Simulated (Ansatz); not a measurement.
**GaPHO (doublet): the correlation ladder at a displaced geometry (v2), cc-pVDZ**

One table from this session's results is given with a row withheld; the runs are named, their logs left out.

Computed with Ansatz 0.2.0, Gaussian basis. Level: cc-pVDZ, core rule «outside noble gas», up to 20 orbitals frozen.

The runs, in order: UHF; CCSD(T) on ROHF; CCSD(T) on UHF; BCCD(T) on ROHF; CISD as a restricted active space (open shells left free, so some higher excitations enter); CCSDT(Q) on ROHF; CCSDT(Q) on UHF.

32 further runs of the same task are left out: 3 for a known fault of the program, 14 that didn't finish, 15 set aside as unsound or not needed. Runs told in other sessions of the task aren't counted.

### What is computed

The geometry is a PBE0/def2-TZVP stationary point (not a proven minimum) with its atoms shifted at random (size 0.100 Å). No spin-orbit coupling is included. The filled d shell of Ga may be among the frozen orbitals whatever the setting's name suggests.

4 atoms, charge 0, spin multiplicity 2.

Atoms are counted from 1 here; the program's logs count them from 0.

Bond lengths: Ga1–P2 2.195 Å, Ga1–O3 1.979 Å, Ga1–H4 1.602 Å, P2–O3 1.658 Å. Angles: P2–Ga1–O3 46.4°, P2–Ga1–H4 158.0°, O3–Ga1–H4 111.9°, Ga1–P2–O3 59.9°, Ga1–O3–P2 73.6°.

Set-up of the first run:

in.yaml

```yaml
crystal:
  periodic: [false, false, false]
  atoms:
    - {symbol: Ga, position_ang: [0.055427, 0.100709, 0.767895]}
    - {symbol: P, position_ang: [-0.109447, 0.386142, -1.402028]}
    - {symbol: O, position_ang: [-0.032827, -1.143749, -0.768762]}
    - {symbol: H, position_ang: [0.050282, -0.677310, 2.168643]}
basis:
  gaussian: {orbitals: cc-pVDZ}
magnetization: {spin_polarized: true, initial_magnetization: 1}
hamiltonian: {xc: hf}
output: {orbitals: {seedname: orbitals}}
```

Launch:

```bash
$ ansatz run in.yaml --threads 1 --pin off --events-out ev --progress --plain --max-ram 2393MiB
```

Steps of the session up to this table: UHF; CCSD(T) on ROHF; CCSD(T) on UHF; BCCD(T) on ROHF; CISD as a restricted active space (open shells left free, so some higher excitations enter); CCSDT(Q) on ROHF; CCSDT(Q) on UHF.

One of the session's tables, all rows but one given; the rest of the session is left out.

| method | from UCCSDT(Q) (kcal/mol) |
| --- | --- |
| ROHF | +247.74 |
| UHF | +243.14 |
| RMP2 | +24.35 |
| UMP2 | +26.14 |
| RCCSD | +11.60 |
| UCCSD | +11.46 |
| RCCSD(T) | +1.93 |
| UCCSD(T) | +2.08 |
| BCCD(T) | ? |
| RCCSDT | +1.18 |
| UCCSDT | +1.19 |
| RCCSDT(Q) | +0.21 |
| UCCSDT(Q) | 0 |

**Question.** Estimate the row for BCCD(T).

The run gave: from UCCSDT(Q) (kcal/mol): +1.87. In the column «from UCCSDT(Q) (kcal/mol)» it lies between UCCSDT (+1.19) and RCCSD(T) (+1.93).

Not comparable, so not listed: CISD as a restricted active space (open shells left free, so some higher excitations enter) (they don't share determinant, frozen orbitals or solution with the rows shown, or repeat one).

Limits of these values: Restricted and unrestricted rows rest on different reference determinants; a gap between their highest levels can come from leftover correlation error, from unlike frozen cores or from another state.
